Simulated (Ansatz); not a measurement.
# YbO (WC type): a single-point run

Aim: a sound single-point run of YbO (WC type). The structure is shown as the input types it.

Program: Ansatz 0.2.0. Level of theory: DFT PBEsol, scalar-relativistic, plane waves, PAW. These are calculated values, not measurements.

### 1 The system as given

Symmetry: P-6m2, No. 187, hexagonal system. Conventional cell: a = 3.248 Å, b = 3.248 Å, c = 2.985 Å, α = 90.00°, β = 90.00°, γ = 120.00°. Yb (site symmetry -6m2) is surrounded by 6 O at 2.40 Å. O (site symmetry -6m2) is surrounded by 6 Yb at 2.40 Å.

As a file:

```cif
data_structure
_symmetry_space_group_name_H-M 'P 1'
_symmetry_Int_Tables_number 1
_cell_length_a 3.2480
_cell_length_b 3.2480
_cell_length_c 2.9848
_cell_angle_alpha 90.000
_cell_angle_beta 90.000
_cell_angle_gamma 120.000
_cell_volume 27.27
loop_
_atom_site_label
_atom_site_type_symbol
_atom_site_fract_x
_atom_site_fract_y
_atom_site_fract_z
_atom_site_occupancy
Yb1 Yb 0.00000 0.00000 0.00000 1
O1 O 0.66667 0.33333 0.50000 1
```

### 2 Running it

input.yaml reads:

```yaml
crystal:
  lattice:
    - [3.248003279487, -2.886746143997e-11, 0.0]
    - [-1.624001639719, 2.812853351626, 0.0]
    - [0.0, 0.0, 2.9847533672]
  atoms:
    - { symbol: Yb, position: [-3.700743415525e-17, 0.0, 0.0] }
    - { symbol: O, position: [0.6666666666667, 0.3333333333333, 0.5] }
basis:
  ecutwfc: 420
  ecutrho_ratio: 4
kpoints:
  mp_grid: { grid: [12, 12, 10] }
hamiltonian:
  xc: pbesol
scf:
  occupations: { method: fixed }
  max_iter: 60
output:
  forces: true
  stress: true
```

On the command line:

```bash
ansatz run input.yaml --threads 4 --pin off --max-ram 4096MiB --backend cpu --events-out ev --progress --plain --runs-dir out
```

Q: Will this input give a usable result? If not, why, and what should change?

This run ends as converged, with warnings (metallic iterate). That alone doesn't make the input a sound one.

The suspect setting: scf.occupations.method is fixed; scf.occupations.width is missing. The risk: fixed occupations where they can't hold. The run converged, but that does not make its result sound.

The test: set scf.occupations.method to gaussian and scf.occupations.width to 0.05.
